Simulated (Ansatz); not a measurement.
Geometry optimisation, DFT LDA, scalar-relativistic, plane waves, PAW (Ansatz).

Input file:

```yaml
crystal:
  lattice:
    - [-2.39, 4.139601, 6.564]
    - [4.78, 0.0, 6.564]
    - [4.78, 8.279203, 0.0]
  atoms:
    - { symbol: Ta, position: [0.0030331, 0.4975852, 0.0021775] }
    - { symbol: Ta, position: [0.4244365, 0.4195497, 0.0338439] }
    - { symbol: Si, position: [0.3372559, 0.164966, 0.9988576] }
    - { symbol: Si, position: [0.0836684, 0.7636627, 0.0389599] }
    - { symbol: Si, position: [0.1628297, -0.004618, 0.3359555] }
    - { symbol: Si, position: [0.1768497, 0.3328138, 0.2497299] }
    - { symbol: Si, position: [0.75096, 0.0837281, 0.0403267] }
    - { symbol: Si, position: [0.0068091, 0.1647298, 0.0818011] }
    - { symbol: Ta, position: [0.0029195, 0.4981985, 0.4988927] }
    - { symbol: Ta, position: [0.4121474, 0.4173627, 0.5420235] }
    - { symbol: Ta, position: [0.3253895, 0.8401364, 0.5763963] }
    - { symbol: Si, position: [0.3386958, 0.1619889, 0.5008592] }
    - { symbol: Si, position: [0.0785916, 0.7548165, 0.5435963] }
    - { symbol: Si, position: [0.1653828, -0.002822, 0.8353548] }
    - { symbol: Si, position: [0.1681842, 0.332946, 0.7444486] }
    - { symbol: Si, position: [0.7474633, 0.0809213, 0.5442254] }
    - { symbol: Si, position: [-0.0008187, 0.1607578, 0.5899038] }
    - { symbol: Ta, position: [0.4947634, 0.0056675, 0.252886] }
    - { symbol: Ta, position: [0.9113986, 0.9195791, 0.2921104] }
    - { symbol: Ta, position: [0.8287317, 0.338646, 0.3311551] }
    - { symbol: Si, position: [0.8370712, 0.6634311, 0.2496317] }
    - { symbol: Si, position: [0.5747922, 0.2501152, 0.2957746] }
    - { symbol: Si, position: [0.6695889, 0.4983834, 0.5823175] }
    - { symbol: Si, position: [0.6620912, 0.8314551, 0.5038984] }
    - { symbol: Si, position: [0.2449802, 0.5831927, 0.2906096] }
    - { symbol: Si, position: [0.5033699, 0.6690908, 0.3288838] }
    - { symbol: Ta, position: [0.5015184, 0.0032209, 0.7500114] }
    - { symbol: Ta, position: [0.9195955, 0.9177076, 0.7907564] }
    - { symbol: Ta, position: [0.8420899, 0.3283257, 0.830608] }
    - { symbol: Si, position: [0.8363892, 0.6643842, 0.7519424] }
    - { symbol: Si, position: [0.5834506, 0.2486946, 0.7922422] }
    - { symbol: Si, position: [0.6621489, 0.5032935, 0.0806211] }
    - { symbol: Si, position: [0.6692657, 0.8357484, -0.0048054] }
    - { symbol: Si, position: [0.252706, 0.587299, 0.7920476] }
    - { symbol: Si, position: [0.5018286, 0.6608364, 0.8339413] }
total_charge: -1
basis:
  ecutwfc: 420.0
kpoints:
  mp_grid: { grid: [2, 2, 1] }
hamiltonian:
  xc: lda
  pseudopotentials: { kind: paw, azcp: { folder: soft_1 } }
scf:
  occupations: { method: gaussian, width: 0.02 }
  lower_state_search: "off"
relax:
  f_tol: 0.03
  max_steps: 60
  adjacent_minimum: "off"
```

Command:

```bash
$ ansatz run input.yaml --threads 2 --pin off --max-ram 5120MiB --backend cpu --events-out ev --progress --plain --runs-dir out
```

Question: Where does it end, and by what steps?

Answer: It converged. Limits of this set-up: coarse k mesh, PAW files made for another functional, no spin, though dangling bonds at a vacancy may carry it, a small cell, in which the defect meets its images, charged cell in a uniform background, uncorrected. After 5 steps the energy has fallen by 1.067 eV; Si25 moved furthest, 0.14 Å.

```json
{"step": "0", "energy less start (eV)": "0.0000", "largest force component (eV/Å)": "1.600", "accepted": "yes"}
{"step": "1", "energy less start (eV)": "-0.8062", "largest force component (eV/Å)": "1.464", "accepted": "yes"}
{"step": "2", "energy less start (eV)": "-1.0167", "largest force component (eV/Å)": "0.448", "accepted": "yes"}
{"step": "3", "energy less start (eV)": "-1.0549", "largest force component (eV/Å)": "0.137", "accepted": "yes"}
{"step": "4", "energy less start (eV)": "-1.0662", "largest force component (eV/Å)": "0.039", "accepted": "yes"}
{"step": "5", "energy less start (eV)": "-1.0668", "largest force component (eV/Å)": "0.015", "accepted": "yes"}
```

```xyz
35
Lattice="-2.3900 4.1396 6.5640 4.7800 0.0000 6.5640 4.7800 8.2792 0.0000" Properties=species:S:1:pos:R:3
Ta 2.383 0.004 3.280
Ta 1.190 2.056 5.432
Si 4.706 9.725 3.189
Si 3.589 0.767 5.559
Si 1.177 3.438 1.101
Si 2.412 2.829 3.286
Si -1.263 3.463 5.471
Si 1.175 0.655 1.066
Ta 4.785 4.142 3.296
Ta 3.582 6.187 5.486
Ta 5.977 6.207 7.631
Si 2.387 5.455 3.276
Si 6.033 4.786 5.472
Si 3.610 7.669 1.131
Si 4.777 6.942 3.300
Si 1.138 7.629 5.495
Si 3.542 4.818 1.110
Ta 0.013 4.131 3.309
Ta 3.603 6.199 12.010
Ta 1.224 6.213 7.647
Si 2.367 5.450 9.857
Si 1.245 4.793 5.479
Si 3.628 7.603 7.669
Si 4.792 6.945 9.825
Si 3.590 3.346 5.561
Si 3.546 4.742 7.688
Ta 2.373 8.299 3.321
Ta 5.961 10.385 12.040
Ta 3.549 10.342 7.680
Si 4.778 9.621 9.857
Si 3.654 8.946 5.489
Si 1.230 3.468 7.633
Si 2.441 2.717 9.763
Si 5.908 7.634 5.467
Si 5.978 8.958 7.658
```

Time of the run: 38 s on 2 threads of Arm Neoverse V2, on a shared host, peak memory 1.2 GiB.
